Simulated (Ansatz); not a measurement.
**AgRh under changes of volume**

One of the cells (16.064 Å³/atom); the others are scaled copies at fixed shape and fractional positions:

```
Ag Rh
1.0
     2.77759    0.00000    0.00000
    -1.38879    2.40546    0.00000
     0.00000    0.00000    4.80860
Ag Rh
1 1
Direct
  0.00000 0.00000 0.50000
  0.66667 0.33333 0.00000
```

The cell comes from a database or a generator and needn't be the stable form of this composition.

- Program: Ansatz 0.2.0
- Functional: PBE
- Potentials or basis: all-electron LAPW, scalar-relativistic
- Cutoff: 282 eV (chosen from the basis error)
- Basis error allowed: 0.0005 eV/atom
- k mesh: 11 × 11 × 6
- Occupations: fermi-dirac, width 0.05 eV
- Spin: no spin polarisation

```csv
volume (Å³/atom),energy over the lowest point (meV/atom),pressure (GPa)
15.100,?,?
15.421,4.84,4.3
15.743,0.00,0.8
16.064,1.82,-2.3
16.385,9.48,-5.1
16.707,22.26,-7.4
17.028,39.50,-9.5
```

Q: What does the run at 15.100 Å³/atom give?

A: Energy over the lowest point 17.28 meV/atom; pressure 8.3 GPa.

Worked out: A Birch-Murnaghan fit of order 3 (a polynomial in V^(-2/3)) to the other rows has its minimum at 15.81 Å³/atom with B0 = V·E''(V) = 159 GPa and B' = 5.5 at fixed shape and positions, which overstates the stiffness. It gives 17.24 meV/atom at 15.100 Å³/atom, against the run's 17.28, and -dE/dV = 8.3 GPa, against 8.3.

Energies are extrapolated to zero smearing.
